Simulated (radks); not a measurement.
**Numerical settings for Ta⁺**

How sensitive is the result for the tantalum ion Ta+ to mesh, mixing and thresholds? A default run comes first. The defaults are a mesh step of 0.008 in ln r, a mesh end at 40 bohr or more, Anderson mixing 0.5 over 9 steps and a tight residual threshold, with the energy settled to 1e-9 hartree as well; every run has a cap on iterations.

Program: radks (a radial shooting solver on a logarithmic mesh, Libxc functionals) version 1. Level of theory: Dirac Kohn-Sham, BLYP, spin-unpolarised, spherical densities, point nucleus; open shells fill j = l - 1/2 first. These are calculated values, not measurements, unless marked.

## (1) Starting point

| Item | Value |
| --- | --- |
| element | tantalum (Z = 73) |
| charge | +1 |
| electrons | 72 |
| configuration | [Xe] 4f14 5d3 6s1 |

## (2) Default settings

Input:

```text
Z 73
configuration [Xe] 4f14 5d3 6s1
relativity Dirac
functional b88,lyp
spin unpolarised
j_filling energy
nucleus point
c 137.035999084
max_iterations 78
```

Run with:

```sh
python run_ks.py task.json out
```

This one command runs every case of the session in turn.

## (3) Mesh step in ln r 0.012

Input: that of step 2 with these lines changed.

```diff
@@ -8,2 +8,3 @@
 c 137.035999084
+mesh_step 0.012
 max_iterations 78
```

## (4) Mesh step in ln r 0.12

Input: that of step 3 with these lines changed.

```diff
@@ -8,3 +8,3 @@
 c 137.035999084
-mesh_step 0.012
+mesh_step 0.12
 max_iterations 78
```

## (5) Mesh step in ln r 0.08

Input: that of step 4 with these lines changed.

```diff
@@ -8,3 +8,3 @@
 c 137.035999084
-mesh_step 0.12
+mesh_step 0.08
 max_iterations 78
```

## (6) Mesh end (bohr) 3

Input: that of step 5 with these lines changed.

```diff
@@ -8,3 +8,3 @@
 c 137.035999084
-mesh_step 0.08
+mesh_end 3
 max_iterations 78
```

## (7) Mesh end (bohr) 12

Input: that of step 6 with these lines changed.

```diff
@@ -8,3 +8,3 @@
 c 137.035999084
-mesh_end 3
+mesh_end 12
 max_iterations 78
```

## (8) Residual threshold 0.001

Input: that of step 7 with these lines changed.

```diff
@@ -8,3 +8,3 @@
 c 137.035999084
-mesh_end 12
+threshold 0.001
 max_iterations 78
```

## (9) Residual threshold 0.1

Input: that of step 8 with these lines changed.

```diff
@@ -8,3 +8,3 @@
 c 137.035999084
-threshold 0.001
+threshold 0.1
 max_iterations 78
```

## (10) Mixing 0.2

Input: that of step 9 with these lines changed.

```diff
@@ -8,3 +8,3 @@
 c 137.035999084
-threshold 0.1
+mixing 0.2
 max_iterations 78
```

## (11) Mixing history 1, mixing 0.05

Input: that of step 10 with these lines changed.

```diff
@@ -8,3 +8,4 @@
 c 137.035999084
-mixing 0.2
+history 1
+mixing 0.05
 max_iterations 78
```

## (12) Mixing history 1, mixing 0.8

Input: that of step 11 with these lines changed.

```diff
@@ -9,3 +9,3 @@
 history 1
-mixing 0.05
+mixing 0.8
 max_iterations 78
```

## (13) Mixing history 3

Input: that of step 12 with these lines changed.

```diff
@@ -8,4 +8,3 @@
 c 137.035999084
-history 1
-mixing 0.8
+history 3
 max_iterations 78
```

## (14) Iteration cap 2

Input: that of step 13 with these lines changed.

```diff
@@ -8,3 +8,2 @@
 c 137.035999084
-history 3
-max_iterations 78
+max_iterations 2
```

What does the calculation give? Wanted: for each run, setting; iterations; converged; change of E.

The runs gave:

```
                      setting  mesh points  iterations  converged  change of E (mhartree)    time
             Default settings         2648          16        yes                       0  0.27 s
      mesh step in ln r 0.012         1765          16        yes                       0  0.19 s
       mesh step in ln r 0.12          177           4         no                       -  0.02 s
       mesh step in ln r 0.08          265           2         no                       -  0.06 s
            mesh end (bohr) 3         2153          14         no                       -  0.19 s
           mesh end (bohr) 12         2326          16        yes               +0.002405  0.26 s
     residual threshold 0.001         2648          11        yes                       0  0.22 s
       residual threshold 0.1         2648          11        yes                       0  0.22 s
                   mixing 0.2         2648          18        yes                       0   0.3 s
mixing history 1, mixing 0.05         2648          78         no                       -     1 s
 mixing history 1, mixing 0.8         2648          78         no                       -   2.7 s
             mixing history 3         2648          18        yes                       0  0.28 s
              iteration cap 2         2648           2         no                       -  0.05 s
```

**Reading.** A zero stands for a change under the printed digits. No run that converges misses the default energy by more than 1 mhartree. Not converged or rejected: mesh step in ln r 0.12; mesh step in ln r 0.08; mesh end (bohr) 3; mixing history 1, mixing 0.05; mixing history 1, mixing 0.8; iteration cap 2. A mesh that ends early acts as a hard wall.
